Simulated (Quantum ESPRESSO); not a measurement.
# Si3S (Im-3m) in Quantum ESPRESSO: further runs, part 3 of 3

Quantum ESPRESSO 7.5. Earlier steps stand in the parts before.

## Step 4: Phonons, PBE

File pw.in:

```
&CONTROL
  calculation = 'scf'
  prefix = 'pwscf'
  outdir = './tmp'
  pseudo_dir = './pseudo'
  tprnfor = .true.
  tstress = .true.
  disk_io = 'low'
/
&SYSTEM
  ibrav = 0
  nat = 4
  ntyp = 2
  ecutwfc = 52
  nbnd = 15
  occupations = 'smearing'
  smearing = 'fd'
  degauss = 0.00367493
/
&ELECTRONS
  conv_thr = 8d-10
  electron_maxstep = 120
  mixing_beta = 0.5
/
ATOMIC_SPECIES
Si    28.0850 Si.upf
S     32.0600 S.upf
CELL_PARAMETERS angstrom
  -2.5254800000    2.5254800000    2.5254800000
   2.5254800000   -2.5254800000    2.5254800000
   2.5254800000    2.5254800000   -2.5254800000
ATOMIC_POSITIONS crystal
Si     0.0000000000    0.5000000000    0.5000000000
Si     0.5000000000    0.0000000000    0.5000000000
Si     0.5000000000    0.5000000000    0.0000000000
S      0.0000000000    0.0000000000    0.0000000000
K_POINTS automatic
6 6 6 1 1 1
```

File relax.in:

```
&CONTROL
  calculation = 'vc-relax'
  prefix = 'pwscf'
  outdir = './tmp'
  pseudo_dir = './pseudo'
  tprnfor = .true.
  tstress = .true.
  disk_io = 'low'
  nstep = 40
  forc_conv_thr = 0.0001
  etot_conv_thr = 1d-06
/
&SYSTEM
  ibrav = 0
  nat = 4
  ntyp = 2
  ecutwfc = 52
  nbnd = 15
  occupations = 'smearing'
  smearing = 'fd'
  degauss = 0.00367493
/
&ELECTRONS
  conv_thr = 8d-10
  electron_maxstep = 120
  mixing_beta = 0.5
/
&IONS
  ion_dynamics = 'bfgs'
/
&CELL
  cell_dynamics = 'bfgs'
  press = 0
  press_conv_thr = 0.2
/
ATOMIC_SPECIES
Si    28.0850 Si.upf
S     32.0600 S.upf
CELL_PARAMETERS angstrom
  -2.5254800000    2.5254800000    2.5254800000
   2.5254800000   -2.5254800000    2.5254800000
   2.5254800000    2.5254800000   -2.5254800000
ATOMIC_POSITIONS crystal
Si     0.0000000000    0.5000000000    0.5000000000
Si     0.5000000000    0.0000000000    0.5000000000
Si     0.5000000000    0.5000000000    0.0000000000
S      0.0000000000    0.0000000000    0.0000000000
K_POINTS automatic
6 6 6 1 1 1
```

File scf2.in:

```
&CONTROL
  calculation = 'scf'
  prefix = 'pwscf'
  outdir = './tmp'
  pseudo_dir = './pseudo'
  tprnfor = .true.
  tstress = .true.
  disk_io = 'low'
/
&SYSTEM
  ibrav = 0
  nat = 4
  ntyp = 2
  ecutwfc = 52
  nbnd = 15
  occupations = 'smearing'
  smearing = 'fd'
  degauss = 0.00367493
/
&ELECTRONS
  conv_thr = 1d-13
  electron_maxstep = 120
  mixing_beta = 0.5
  startingpot = 'file'
  startingwfc = 'file'
/
ATOMIC_SPECIES
Si    28.0850 Si.upf
S     32.0600 S.upf
CELL_PARAMETERS angstrom
  -2.5193780904    2.5193780904    2.5193780904
   2.5193780904   -2.5193780904    2.5193780904
   2.5193780904    2.5193780904   -2.5193780904
ATOMIC_POSITIONS crystal
Si     0.0000000000    0.5000000000    0.5000000000
Si     0.5000000000    0.0000000000    0.5000000000
Si     0.5000000000    0.5000000000    0.0000000000
S      0.0000000000    0.0000000000    0.0000000000
K_POINTS automatic
6 6 6 1 1 1
```

File ph.in:

```
phonons of Si3S
&INPUTPH
  prefix = 'pwscf'
  outdir = './tmp'
  tr2_ph = 1d-18
  fildyn = 'dyn'
  niter_ph = 90
  alpha_mix(1) = 0.4
/
0.4330127019 0.4330127019 0.0000000000
```

Potentials or basis: PseudoDojo 0.4.1 SR PBE standard.

Started as:

```bash
$ OMP_NUM_THREADS=1 pw.x -in pw.in > pw.out
$ OMP_NUM_THREADS=1 pw.x -in relax.in > relax.out
$ OMP_NUM_THREADS=1 pw.x -in scf2.in > scf2.out
$ OMP_NUM_THREADS=1 ph.x -in ph.in > ph.out
```

pw.out:

```text
This program is part of the open-source Quantum ESPRESSO suite
     for quantum simulation of materials; please cite
[... 9 lines left out ...]
     --------------------
     sticks:   dense  smooth     PW     G-vecs:    dense   smooth      PW
     Sum        1051    1051    311                21913    21913    3511

     Using Slab Decomposition

     bravais-lattice index     =            0
     lattice parameter (alat)  =       8.2662  a.u.
     unit-cell volume          =     434.7989 (a.u.)^3
     number of atoms/cell      =            4
     number of atomic types    =            2
     number of electrons       =        18.00
     number of Kohn-Sham states=           15
     kinetic-energy cutoff     =      52.0000  Ry
     charge density cutoff     =     208.0000  Ry
     scf convergence threshold =      8.0E-10
     mixing beta               =       0.5000
     number of iterations used =            8  plain     mixing
     Exchange-correlation= PBE
                           (   1   4   3   4   0   0   0)

     celldm(1)=   8.266153  celldm(2)=   0.000000  celldm(3)=   0.000000
     celldm(4)=   0.000000  celldm(5)=   0.000000  celldm(6)=   0.000000

     crystal axes: (cart. coord. in units of alat)
               a(1) = (  -0.577350   0.577350   0.577350 )
               a(2) = (   0.577350  -0.577350   0.577350 )
               a(3) = (   0.577350   0.577350  -0.577350 )

     reciprocal axes: (cart. coord. in units 2 pi/alat)
               b(1) = ( -0.000000  0.866025  0.866025 )
               b(2) = (  0.866025 -0.000000  0.866025 )
               b(3) = (  0.866025  0.866025  0.000000 )

     PseudoPot. # 1 for Si read from file:
     Si.upf
     Pseudo is Norm-conserving + core correction, Zval =  4.0
     Generated using ONCVPSP code by D. R. Hamann
     Using radial grid of 1510 points,  6 beta functions with:
                l(1) =   0
                l(2) =   0
                l(3) =   1
                l(4) =   1
                l(5) =   2
                l(6) =   2

     PseudoPot. # 2 for S  read from file:
     S.upf
     Pseudo is Norm-conserving + core correction, Zval =  6.0
     Generated using ONCVPSP code by D. R. Hamann
     Using radial grid of 1146 points,  6 beta functions with:
                l(1) =   0
                l(2) =   0
                l(3) =   1
                l(4) =   1
                l(5) =   2
                l(6) =   2

[... 45 lines left out ...]
     Diagonalizing with lowered threshold

     Davidson diagonalization with overlap
     ethr =  2.11E-04,  avg # of iterations =  5.8

     total energy              =     -47.43192347 Ry
     estimated scf accuracy    <       0.03763950 Ry
[... 12 lines left out ...]
     total energy              =     -47.43221356 Ry
     estimated scf accuracy    <       0.00010456 Ry

     iteration #  4     ecut=    52.00 Ry     beta= 0.50
     Davidson diagonalization with overlap
     c_bands:  1 eigenvalues not converged
     ethr =  5.81E-07,  avg # of iterations =  7.6

     total energy              =     -47.43226368 Ry
     estimated scf accuracy    <       0.00002176 Ry

     iteration #  5     ecut=    52.00 Ry     beta= 0.50
     Davidson diagonalization with overlap
     ethr =  1.21E-07,  avg # of iterations =  2.0
[... 18 lines left out ...]
     iteration #  8     ecut=    52.00 Ry     beta= 0.50
     Davidson diagonalization with overlap
     ethr =  5.63E-12,  avg # of iterations =  5.0

     End of self-consistent calculation

          k = 0.1443 0.1443 0.1443 (  2758 PWs)   bands (ev):

    -5.9817  -0.2651   2.8787   2.8787   4.7093   5.0850   5.0850   6.6697
     7.8171   7.8171  11.8910  12.2821  12.2821  12.8534  12.8534
[... 18 lines left out ...]
    -5.1352  -1.0912  -0.0240   1.2751   5.5108   6.1764   7.1460   7.9978
     8.9013  10.2299  10.8040  11.1997  11.4349  13.4340  14.8657

          k = 0.0000-0.1443 0.2887 (  2758 PWs)   bands (ev):

    -5.8002  -0.6056   2.3231   3.4659   3.5452   4.6989   5.7419   6.5030
     8.1758   9.7086  10.3728  11.9027  13.1143  13.1991  14.1869

          k =-0.0000-0.2887 0.4330 (  2740 PWs)   bands (ev):

    -5.2958  -1.4172   1.2467   3.0504   3.1351   5.4350   5.7686   7.2926
     8.7968  10.0908  11.4930  11.9754  13.9259  14.1882  15.4081

          k = 0.1443-0.1443 0.4330 (  2750 PWs)   bands (ev):

    -5.3707  -1.0667   0.8335   3.2835   3.7619   4.2849   6.7885   6.8730
     7.8467  10.2102  11.6939  12.8463  13.5146  14.0839  14.9903

          k =-0.7217-0.2887-0.2887 (  2751 PWs)   bands (ev):

    -5.1060  -1.1918   0.0302   3.1239   3.6403   5.1390   5.7856   6.9727
     8.6904  11.6039  12.0941  12.2236  13.4880  14.0694  15.8292

          k = 0.4330 0.4330 0.4330 (  2760 PWs)   bands (ev):
[... 11 lines left out ...]
    -5.1108  -0.9838   0.6347   2.3415   3.3335   4.8933   5.2631   6.7478
     8.0933  12.1857  12.8888  13.4238  14.0682  14.7778  15.3683

          k =-0.7217-0.1443-0.1443 (  2739 PWs)   bands (ev):

    -4.9773  -0.3329  -0.3329   2.5855   3.3850   3.3850   5.4069   8.0189
     8.0189  11.3598  14.3260  14.3260  14.3519  15.3575  15.3576

          k =-0.0000-0.0000 0.7217 (  2739 PWs)   bands (ev):

    -4.9204  -0.2489   0.6528   1.8585   1.8585   2.9296   7.2454   7.7692
     7.7692  11.0883  13.7621  14.7350  14.7350  14.9716  16.5657

     the Fermi energy is     9.3158 ev

!    total energy              =     -47.43226688 Ry
     estimated scf accuracy    <          1.5E-10 Ry
     smearing contrib. (-TS)   =      -0.00075407 Ry
     internal energy E=F+TS    =     -47.43151280 Ry

     The total energy is F=E-TS. E is the sum of the following terms:
     one-electron contribution =      14.68527205 Ry
     hartree contribution      =       2.63763859 Ry
     xc contribution           =     -15.66820927 Ry
     ewald contribution        =     -49.08621418 Ry

     convergence has been achieved in   8 iterations

     Forces acting on atoms (cartesian axes, Ry/au):

     atom    1 type  1   force =    -0.00000000   -0.00000000    0.00000000
     atom    2 type  1   force =     0.00000000   -0.00000000    0.00000000
     atom    3 type  1   force =    -0.00000000   -0.00000000    0.00000000
     atom    4 type  2   force =    -0.00000000    0.00000000   -0.00000000

     Total force =     0.000000     Total SCF correction =     0.000000

     Computing stress (Cartesian axis) and pressure

          total   stress  (Ry/bohr**3)                   (kbar)     P=       -7.18
  -0.00004878   0.00000000   0.00000000           -7.18        0.00        0.00
   0.00000000  -0.00004878   0.00000000            0.00       -7.18        0.00
   0.00000000   0.00000000  -0.00004878            0.00        0.00       -7.18

=------------------------------------------------------------------------------=
   JOB DONE.
=------------------------------------------------------------------------------=
```

relax.out:

```text
This program is part of the open-source Quantum ESPRESSO suite
     for quantum simulation of materials; please cite
[... 9 lines left out ...]
     --------------------
     sticks:   dense  smooth     PW     G-vecs:    dense   smooth      PW
     Sum        1051    1051    311                21913    21913    3511
[... 1072 lines left out ...]
   0.00000008  -0.00000000  -0.00000000            0.01       -0.00       -0.00
  -0.00000000   0.00000008  -0.00000000           -0.00        0.01       -0.00
  -0.00000000  -0.00000000   0.00000008           -0.00       -0.00        0.01

=------------------------------------------------------------------------------=
   JOB DONE.
=------------------------------------------------------------------------------=
```

It took 12 min on 1 thread of Arm Neoverse V2, shared host; peak memory 0.09 GiB.

What came out:

- Free energy: -645.3499 eV
- Relaxed volume: 15.99 Å³/atom
- Relaxed cell: a = 4.364 Å, b = 4.364 Å, c = 4.364 Å, α = 109.47°, β = 109.47°, γ = 109.47°
- Space group after relaxing (to 0.05 Å): Im-3m (No. 229)
- Pressure after relaxing: 0.0 GPa
- Band gap on the k mesh: none (metal or under the smearing width)
- Highest phonon frequency at the q point run: 322 cm⁻¹
- Most unstable mode: 131i cm⁻¹

The path:
| step | energy change (eV) | largest force (eV/Å) | pressure (GPa) | volume (Å³) |
| --- | --- | --- | --- | --- |
| 1 | 0.0000 | 0.0000 | -0.72 | 64.43 |
| 2 | -0.0008 | 0.0000 | -0.36 | 64.20 |
| 3 | -0.0010 | 0.0000 | 0.00 | 63.96 |
| 4 | -0.0010 | 0.0000 | 0.00 | 63.96 |

Final structure:
```cif
data_structure
_symmetry_space_group_name_H-M 'P 1'
_symmetry_Int_Tables_number 1
_cell_length_a 4.3637
_cell_length_b 4.3637
_cell_length_c 4.3637
_cell_angle_alpha 109.471
_cell_angle_beta 109.471
_cell_angle_gamma 109.471
_cell_volume 63.96
loop_
_atom_site_label
_atom_site_type_symbol
_atom_site_fract_x
_atom_site_fract_y
_atom_site_fract_z
_atom_site_occupancy
Si1 Si 0.00000 0.50000 0.50000 1
Si2 Si 0.50000 0.00000 0.50000 1
Si3 Si 0.50000 0.50000 0.00000 1
S1 S 0.00000 0.00000 0.00000 1
```

Phonon frequencies in cm⁻¹ (negative: imaginary):
| q point | frequencies |
| --- | --- |
| (0.000, 0.000, 0.500) | -131 164 173 177 196 231 263 268 289 289 320 322 |

Phonon modes at q = (0.000, 0.000, 0.500) in reciprocal lattice units:
| mode | symmetry | cm⁻¹ |
| --- | --- | --- |
| 1 | B_1u | -131 |
| 2 | B_2g | 164 |
| 3 | B_1g | 173 |
| 4 | B_1u | 177 |
| 5 | B_2u | 196 |
| 6 | B_3u | 231 |
| 7 | B_1g | 263 |
| 8 | A_g | 268 |
| 9 | B_3u | 289 |
| 10 | B_2u | 289 |
| 11 | B_3g | 320 |
| 12 | A_g | 322 |

Caveat: the k mesh is coarse; the mesh is thin for the phonons of a metal; some modes are imaginary.
